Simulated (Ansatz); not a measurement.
# ClH7SiSn (built from SMILES [Cl][SnH3].[SiH4]): search for a transition state, part 2 of 2

Ansatz 0.2.0, Gaussian basis; PBE0-D4. Earlier steps stand in the parts before.

## Step 7: Relaxing after a step of 0.30 Å one way along the mode

File downa/in.yaml:

```yaml
crystal:
  periodic: [false, false, false]
  atoms:
    - {symbol: Sn, position_ang: [-0.798360, 0.398651, -1.051324]}
    - {symbol: Cl, position_ang: [2.000868, 1.400542, -0.761430]}
    - {symbol: H, position_ang: [-0.153981, -0.228464, -2.525051]}
    - {symbol: H, position_ang: [-2.115815, -0.511448, -0.512083]}
    - {symbol: H, position_ang: [-1.157137, 2.038659, -1.054709]}
    - {symbol: H, position_ang: [1.196889, 0.496999, -0.098070]}
    - {symbol: Si, position_ang: [0.256796, -0.677539, 1.184368]}
    - {symbol: H, position_ang: [-0.800883, -0.203031, 2.097367]}
    - {symbol: H, position_ang: [0.000208, -2.080778, 0.787426]}
    - {symbol: H, position_ang: [1.571415, -0.633593, 1.933707]}
basis:
  gaussian: {orbitals: def2-TZVP}
hamiltonian: {xc: pbe0, dispersion: d4}
relax: {f_tol: 0.005, max_steps: 200}
```

Run with:

```sh
$ ansatz run in.yaml --threads 4 --pin off --events-out ev --progress --plain --max-ram 9574MiB
```

The program printed, cut to the lines that bear on the results:

```text
Functional definition: PBE0
  name "PBE0"
  cite "Adamo & Barone, J. Chem. Phys. 110, 6158 (1999) doi:10.1063/1.478522"
  cite "Perdew, Burke & Ernzerhof, Phys. Rev. Lett. 77, 3865 (1996) doi:10.1103/PhysRevLett.77.3865"
  parent pbe
[...]
1305 factors; their error is unknown
[...]
mean field -26337.35776606 eV, -967.8800458003 hartree, gradient 7.8e-5 eV, S^2 0.000000; 0 other end points of the search recorded, 0 dependent functions left out
[...]
reference -26337.35780693 eV, -967.8800473025 hartree; 30, 30 occupied and 136, 136 virtual orbitals, 1305 factors
relax step   1: F+E_penalty+E_count = -26337.56326286 eV  Δ(F+E_penalty+E_count) = +0.000e0 eV  max|allowed force component| = 7.983e-1 eV/Å  Δτ_max = 0.0000 Å  (25 SCF iters, accepted)
[...]
Atom 0 at    -1.142711     0.139937    -0.939128 Å, force    -0.000610     0.000315    -0.001238 eV/Å
Atom 1 at     2.539456     1.702212    -0.911668 Å, force     0.000168     0.000547    -0.000808 eV/Å
Atom 2 at    -0.285881    -0.337833    -2.332202 Å, force    -0.000121     0.000179    -0.000269 eV/Å
Atom 3 at    -2.735388    -0.469954    -1.045841 Å, force     0.000432     0.000068     0.000136 eV/Å
Atom 4 at    -1.217916     1.840772    -0.872001 Å, force    -0.000204     0.000142    -0.000023 eV/Å
Atom 5 at     2.308022     0.932531     0.088299 Å, force     0.000133    -0.000435     0.000677 eV/Å
Atom 6 at    -0.043492    -0.807423     1.174828 Å, force     0.000953    -0.000421     0.001154 eV/Å
Atom 7 at    -0.795555    -0.399096     2.389840 Å, force    -0.000207    -0.000316     0.000077 eV/Å
Atom 8 at     0.017812    -2.291227     1.118513 Å, force    -0.000264    -0.000011     0.000409 eV/Å
Atom 9 at     1.355653    -0.309921     1.329562 Å, force    -0.000280    -0.000069    -0.000115 eV/Å
Dipole moment:    -0.094163    -0.165754     0.187064 e Å
```

Run time: 73 s. Hardware: 4 threads of Intel Xeon at 2.50GHz, shared host.

Relaxation path: (the energy doesn't fall at every step)

```
step  energy from step 1 (eV)  largest force component (eV/Å)
   1                   0.0000                          0.7983
   2                  -0.4023                          0.9901
   3                  -0.7116                          1.1782
   4                  -0.9067                          0.7194
   5                  -0.9941                          0.4756
   6                  -1.0445                          0.4958
   7                  -1.0471                          0.4867
   8                  -1.0696                          0.3183
   9                  -1.0865                          0.0792
  10                  -1.0852                          0.0837
  11                  -1.0880                          0.0131
  12                  -1.0883                          0.0410
  13                  -1.0884                          0.0163
  14                  -1.0884                          0.0012
```

Close pairs (by a distance rule), those that changed most:

```
   bond  before (Å)  after (Å)  change (Å)
Sn1–Si7       2.696      2.564      -0.132
 Cl2–H6       1.379      1.283      -0.096
 Sn1–H5       1.679      1.704      +0.025
 Sn1–H3       1.726      1.704      -0.023
Si7–H10       1.514      1.493      -0.021
 Sn1–H4       1.690      1.709      +0.019
 Si7–H8       1.476      1.486      +0.011
 Si7–H9       1.481      1.486      +0.005
```

## Step 8: Relaxing after a step of 0.30 Å the other way along the mode

File downb/in.yaml:

```yaml
crystal:
  periodic: [false, false, false]
  atoms:
    - {symbol: Sn, position_ang: [-0.600955, 0.539404, -1.228606]}
    - {symbol: Cl, position_ang: [1.882980, 1.468800, -1.025236]}
    - {symbol: H, position_ang: [-0.198460, -0.208128, -2.661339]}
    - {symbol: H, position_ang: [-1.864273, -0.484846, -0.497636]}
    - {symbol: H, position_ang: [-1.155745, 2.150129, -1.063579]}
    - {symbol: H, position_ang: [0.723016, 0.267319, 0.189490]}
    - {symbol: Si, position_ang: [0.357635, -0.750882, 1.325067]}
    - {symbol: H, position_ang: [-0.787793, -0.170085, 2.095120]}
    - {symbol: H, position_ang: [0.022978, -2.112709, 0.822358]}
    - {symbol: H, position_ang: [1.620616, -0.699002, 2.044560]}
basis:
  gaussian: {orbitals: def2-TZVP}
hamiltonian: {xc: pbe0, dispersion: d4}
relax: {f_tol: 0.005, max_steps: 200}
```

Run with:

```sh
$ ansatz run in.yaml --threads 4 --pin off --events-out ev --progress --plain --max-ram 9574MiB
```

The program printed:

```text
[... 5 set-up lines as earlier in the session ...]
  parameter a = 0.25
  parameter kappa = 0.804
  parameter beta = 0.06672455060314922
  exchange = (1 - a)*pbe_x(kappa = kappa, mu = beta*pi^2/3) + a*exact_x
  correlation = pbe_c(beta = beta)
1305 factors; their error is unknown
mean field evaluation 1: about -26336.1332 eV, gradient 2.0e1 eV
mean field evaluation 2: about -26335.7273 eV, gradient 2.5e1 eV
mean field evaluation 4: about -26337.1946 eV, gradient 1.2e0 eV
mean field evaluation 8: about -26337.3444 eV, gradient 2.2e-1 eV
mean field evaluation 16: about -26337.3444 eV, gradient 4.9e-5 eV
mean field -26337.34444589 eV, -967.8795562933 hartree, gradient 4.9e-5 eV, S^2 0.000000; 0 other end points of the search recorded, 0 dependent functions left out
the calculation of the forces begins
reference -26337.34448567 eV, -967.8795577553 hartree; 30, 30 occupied and 136, 136 virtual orbitals, 1305 factors
relax step   1: F+E_penalty+E_count = -26337.54403963 eV  Δ(F+E_penalty+E_count) = +0.000e0 eV  max|allowed force component| = 8.693e-1 eV/Å  Δτ_max = 0.0000 Å  (26 SCF iters, accepted)
these checks for a lower state are left out or cut short: starts, cluster_reference, orbital_swaps, neighbouring_geometries, increment
1305 factors; their error is unknown
mean field -26337.84808347 eV, -967.8980646328 hartree, gradient 2.0e-5 eV, S^2 0.000000; 0 other end points of the search recorded, 0 dependent functions left out
the calculation of the forces begins
reference -26337.84812341 eV, -967.8980661008 hartree; 30, 30 occupied and 136, 136 virtual orbitals, 1305 factors
relax step   2: F+E_penalty+E_count = -26338.04460813 eV  Δ(F+E_penalty+E_count) = -5.006e-1 eV  max|allowed force component| = 9.623e-1 eV/Å  Δτ_max = 0.1949 Å  (34 SCF iters, accepted)
these checks for a lower state are left out or cut short: starts, cluster_reference, orbital_swaps, neighbouring_geometries, increment
1305 factors; their error is unknown
mean field evaluation 32: about -26338.2715 eV, gradient 1.7e-5 eV
mean field -26338.27150643 eV, -967.9136251398 hartree, gradient 1.7e-5 eV, S^2 0.000000; 0 other end points of the search recorded, 0 dependent functions left out
the calculation of the forces begins
reference -26338.27154657 eV, -967.9136266146 hartree; 30, 30 occupied and 136, 136 virtual orbitals, 1305 factors
relax step   3: F+E_penalty+E_count = -26338.46349847 eV  Δ(F+E_penalty+E_count) = -4.189e-1 eV  max|allowed force component| = 9.610e-1 eV/Å  Δτ_max = 0.1928 Å  (33 SCF iters, accepted)
[... from here on, the SCF cycles and remarks between the steps are left out ...]
relax step   4: F+E_penalty+E_count = -26338.79880205 eV  Δ(F+E_penalty+E_count) = -3.353e-1 eV  max|allowed force component| = 4.607e-1 eV/Å  Δτ_max = 0.1950 Å  (26 SCF iters, accepted)
relax step   5: F+E_penalty+E_count = -26339.01200394 eV  Δ(F+E_penalty+E_count) = -2.132e-1 eV  max|allowed force component| = 4.501e-1 eV/Å  Δτ_max = 0.1925 Å  (27 SCF iters, accepted)
relax step   6: F+E_penalty+E_count = -26339.14829808 eV  Δ(F+E_penalty+E_count) = -1.363e-1 eV  max|allowed force component| = 3.616e-1 eV/Å  Δτ_max = 0.1932 Å  (27 SCF iters, accepted)
relax step   7: F+E_penalty+E_count = -26339.20485828 eV  Δ(F+E_penalty+E_count) = -5.656e-2 eV  max|allowed force component| = 3.497e-1 eV/Å  Δτ_max = 0.1853 Å  (28 SCF iters, accepted)
relax step   8: F+E_penalty+E_count = -26339.22437949 eV  Δ(F+E_penalty+E_count) = -1.952e-2 eV  max|allowed force component| = 1.888e-2 eV/Å  Δτ_max = 0.1772 Å  (26 SCF iters, accepted)
relax step   9: F+E_penalty+E_count = -26339.22602573 eV  Δ(F+E_penalty+E_count) = -1.646e-3 eV  max|allowed force component| = 2.237e-2 eV/Å  Δτ_max = 0.0570 Å  (27 SCF iters, accepted)
relax step  10: F+E_penalty+E_count = -26339.22756729 eV  Δ(F+E_penalty+E_count) = -1.542e-3 eV  max|allowed force component| = 7.288e-2 eV/Å  Δτ_max = 0.1012 Å  (27 SCF iters, accepted)
relax step  11: F+E_penalty+E_count = -26339.22852298 eV  Δ(F+E_penalty+E_count) = -9.557e-4 eV  max|allowed force component| = 4.383e-2 eV/Å  Δτ_max = 0.0452 Å  (27 SCF iters, accepted)
relax step  12: F+E_penalty+E_count = -26339.22906103 eV  Δ(F+E_penalty+E_count) = -5.381e-4 eV  max|allowed force component| = 4.752e-2 eV/Å  Δτ_max = 0.0493 Å  (27 SCF iters, accepted)
relax step  13: F+E_penalty+E_count = -26339.22970478 eV  Δ(F+E_penalty+E_count) = -6.437e-4 eV  max|allowed force component| = 2.006e-2 eV/Å  Δτ_max = 0.0427 Å  (26 SCF iters, accepted)
relax step  14: F+E_penalty+E_count = -26339.22994192 eV  Δ(F+E_penalty+E_count) = -2.371e-4 eV  max|allowed force component| = 3.602e-2 eV/Å  Δτ_max = 0.0602 Å  (28 SCF iters, accepted)
relax step  15: F+E_penalty+E_count = -26339.23013343 eV  Δ(F+E_penalty+E_count) = -1.915e-4 eV  max|allowed force component| = 1.276e-2 eV/Å  Δτ_max = 0.0125 Å  (28 SCF iters, accepted)
relax step  16: F+E_penalty+E_count = -26339.23019805 eV  Δ(F+E_penalty+E_count) = -6.462e-5 eV  max|allowed force component| = 8.524e-4 eV/Å  Δτ_max = 0.0105 Å  (21 SCF iters, accepted)
relax step  17: F+E_penalty+E_count = -26339.23022980 eV  Δ(F+E_penalty+E_count) = -3.175e-5 eV  max|allowed force component| = 4.267e-3 eV/Å  Δτ_max = 0.0192 Å  (27 SCF iters, accepted)
relax step  18: F+E_penalty+E_count = -26339.23023963 eV  Δ(F+E_penalty+E_count) = -9.822e-6 eV  max|allowed force component| = 3.998e-3 eV/Å  Δτ_max = 0.0069 Å  (21 SCF iters, accepted)
relax step  19: F+E_penalty+E_count = -26339.23025788 eV  Δ(F+E_penalty+E_count) = -1.825e-5 eV  max|allowed force component| = 9.560e-3 eV/Å  Δτ_max = 0.0183 Å  (28 SCF iters, accepted)
relax step  20: F+E_penalty+E_count = -26339.23027504 eV  Δ(F+E_penalty+E_count) = -1.716e-5 eV  max|allowed force component| = 1.150e-2 eV/Å  Δτ_max = 0.0141 Å  (28 SCF iters, accepted)
relax step  21: F+E_penalty+E_count = -26339.23029680 eV  Δ(F+E_penalty+E_count) = -2.177e-5 eV  max|allowed force component| = 1.031e-2 eV/Å  Δτ_max = 0.0123 Å  (28 SCF iters, accepted)
relax step  22: F+E_penalty+E_count = -26339.23032896 eV  Δ(F+E_penalty+E_count) = -3.216e-5 eV  max|allowed force component| = 1.241e-2 eV/Å  Δτ_max = 0.0178 Å  (28 SCF iters, accepted)
relax step  23: F+E_penalty+E_count = -26339.23037597 eV  Δ(F+E_penalty+E_count) = -4.701e-5 eV  max|allowed force component| = 1.606e-2 eV/Å  Δτ_max = 0.0262 Å  (27 SCF iters, accepted)
relax step  24: F+E_penalty+E_count = -26339.23043649 eV  Δ(F+E_penalty+E_count) = -6.052e-5 eV  max|allowed force component| = 3.007e-2 eV/Å  Δτ_max = 0.0418 Å  (28 SCF iters, accepted)
relax step  25: F+E_penalty+E_count = -26339.23043780 eV  Δ(F+E_penalty+E_count) = -1.308e-6 eV  max|allowed force component| = 4.133e-2 eV/Å  Δτ_max = 0.0283 Å  (27 SCF iters, accepted)
relax step  26: F+E_penalty+E_count = -26339.23061679 eV  Δ(F+E_penalty+E_count) = -1.790e-4 eV  max|allowed force component| = 3.716e-2 eV/Å  Δτ_max = 0.0124 Å  (28 SCF iters, accepted)
relax step  27: F+E_penalty+E_count = -26339.23081286 eV  Δ(F+E_penalty+E_count) = -1.961e-4 eV  max|allowed force component| = 2.511e-2 eV/Å  Δτ_max = 0.0291 Å  (28 SCF iters, accepted)
relax step  28: F+E_penalty+E_count = -26339.23108267 eV  Δ(F+E_penalty+E_count) = -2.698e-4 eV  max|allowed force component| = 2.365e-2 eV/Å  Δτ_max = 0.0487 Å  (27 SCF iters, accepted)
relax step  29: F+E_penalty+E_count = -26339.23101467 eV  Δ(F+E_penalty+E_count) = +6.801e-5 eV  max|allowed force component| = 8.624e-2 eV/Å  Δτ_max = 0.1236 Å  (25 SCF iters, rejected (line search))
relax step  30: F+E_penalty+E_count = -26339.23151946 eV  Δ(F+E_penalty+E_count) = -4.368e-4 eV  max|allowed force component| = 2.981e-2 eV/Å  Δτ_max = 0.0602 Å  (27 SCF iters, accepted)
relax step  31: F+E_penalty+E_count = -26339.23183944 eV  Δ(F+E_penalty+E_count) = -3.200e-4 eV  max|allowed force component| = 6.754e-2 eV/Å  Δτ_max = 0.0987 Å  (26 SCF iters, accepted)
relax step  32: F+E_penalty+E_count = -26339.23216738 eV  Δ(F+E_penalty+E_count) = -3.279e-4 eV  max|allowed force component| = 4.717e-2 eV/Å  Δτ_max = 0.0076 Å  (29 SCF iters, accepted)
these checks for a lower state are left out or cut short: starts, cluster_reference, orbital_swaps, neighbouring_geometries, increment
1305 factors; their error is unknown
mean field -26339.07144511 eV, -967.9430223440 hartree, gradient 1.5e-5 eV, S^2 0.000000; 0 other end points of the search recorded, 0 dependent functions left out
the calculation of the forces begins
reference -26339.07148725 eV, -967.9430238925 hartree; 30, 30 occupied and 136, 136 virtual orbitals, 1305 factors
relax step  33: F+E_penalty+E_count = -26339.23282362 eV  Δ(F+E_penalty+E_count) = -6.562e-4 eV  max|allowed force component| = 2.955e-3 eV/Å  Δτ_max = 0.0281 Å  (27 SCF iters, accepted)
1305 factors; their error is unknown
mean field evaluation 256: about -26339.0714 eV, gradient 1.4e-4 eV
mean field -26339.07144511 eV, -967.9430223440 hartree, gradient 1.6e-5 eV, S^2 0.000000; 1 other end points of the search recorded, 0 dependent functions left out
the calculation of the forces begins
reference -26339.07148725 eV, -967.9430238925 hartree; 30, 30 occupied and 136, 136 virtual orbitals, 1305 factors
Total energy: -26339.23286576 eV, -967.9489544433 hartree
Atom 0 at    -0.742679     0.935967    -1.922623 Å, force    -0.000366     0.000288    -0.001264 eV/Å
Atom 1 at     1.559185     1.286032    -1.779713 Å, force     0.001304    -0.002403    -0.000000 eV/Å
Atom 2 at    -1.005833     0.145157    -3.404021 Å, force    -0.001441    -0.000532     0.000217 eV/Å
Atom 3 at    -1.157380    -0.029510    -0.585566 Å, force    -0.001337     0.001754     0.001348 eV/Å
Atom 4 at    -1.459590     2.475929    -1.861128 Å, force     0.001256     0.000828    -0.000081 eV/Å
Atom 5 at     1.226733     0.263913     1.397788 Å, force    -0.002121     0.001070     0.001593 eV/Å
Atom 6 at     0.564507    -0.960732     1.910035 Å, force    -0.001600    -0.000452    -0.000110 eV/Å
Atom 7 at    -0.822439    -0.635612     2.333161 Å, force     0.000707    -0.002515    -0.001251 eV/Å
Atom 8 at     0.518789    -1.988376     0.838776 Å, force     0.002955     0.001355    -0.000266 eV/Å
Atom 9 at     1.318705    -1.492770     3.073489 Å, force     0.000644     0.000607    -0.000184 eV/Å
Dipole moment:    -0.486148    -0.058050    -0.053389 e Å
```

Wall time 2.5 min (4 threads of Intel Xeon at 2.50GHz, shared host).

The steps of the relaxation:

```
step  energy from step 1 (eV)  largest force component (eV/Å)
   1                   0.0000                          0.8693
   2                  -0.5006                          0.9623
   3                  -0.9195                          0.9610
   4                  -1.2548                          0.4607
   5                  -1.4680                          0.4501
   6                  -1.6043                          0.3616
   7                  -1.6608                          0.3497
   8                  -1.6803                          0.0189
   9                  -1.6820                          0.0224
  10                  -1.6835                          0.0729
  11                  -1.6845                          0.0438
  12                  -1.6850                          0.0475
  13                  -1.6857                          0.0201
  14                  -1.6859                          0.0360
  15                  -1.6861                          0.0128
  16                  -1.6862                          0.0009
  17                  -1.6862                          0.0043
  18                  -1.6862                          0.0040
  19                  -1.6862                          0.0096
  20                  -1.6862                          0.0115
  21                  -1.6863                          0.0103
  22                  -1.6863                          0.0124
  23                  -1.6863                          0.0161
  24                  -1.6864                          0.0301
  25                  -1.6864                          0.0413
  26                  -1.6866                          0.0372
  27                  -1.6868                          0.0251
  28                  -1.6870                          0.0237
  29                  -1.6870                          0.0862
  30                  -1.6875                          0.0298
  31                  -1.6878                          0.0675
  32                  -1.6881                          0.0472
  33                  -1.6888                          0.0030
```

Close pairs (by a distance rule), those that changed most:

```
   bond  before (Å)  after (Å)  change (Å)
 Sn1–H6       1.959      3.919      +1.960
Sn1–Si7       3.017      4.472      +1.454
Sn1–Cl2       2.660      2.333      -0.327
 H6–Si7       1.568      1.483      -0.085
 Sn1–H4       1.783      1.701      -0.083
 Sn1–H3       1.665      1.700      +0.034
Si7–H10       1.454      1.485      +0.031
 Sn1–H5       1.712      1.700      -0.012
```

## Step 9: The three structures

```
   pair  start side (Å)  saddle (Å)  end side (Å)
Sn1–Si7           4.472       2.855         2.564
 Cl2–H6           3.354       1.719         1.283
Sn1–Cl2           2.333       2.823         4.000
 H6–Si7           1.483       1.758         3.121
```

## Step 10: Results

The summary covers parts 1 to 2.

```
                       quantity                                                         value
                 imaginary mode                                                     972i cm⁻¹
    barrier from the start side                                                  197.9 kJ/mol
      barrier from the end side                                                  141.8 kJ/mol
             energy of the step                                                  +56.1 kJ/mol
              pairs that change  Sn1–Si7 formed, Cl2–H6 formed, Sn1–Cl2 broken, H6–Si7 broken
zero-point energy at the saddle                                                      1.379 eV
```

One imaginary mode, 972i cm⁻¹, makes this a first-order saddle. It joins the planned start and end. At PBE0-D4/def2-TZVP the electronic barrier is 197.9 kJ/mol, about 80 kT at 298 K, and the step runs 56.1 kJ/mol uphill. Lower complexes than these ends may exist.
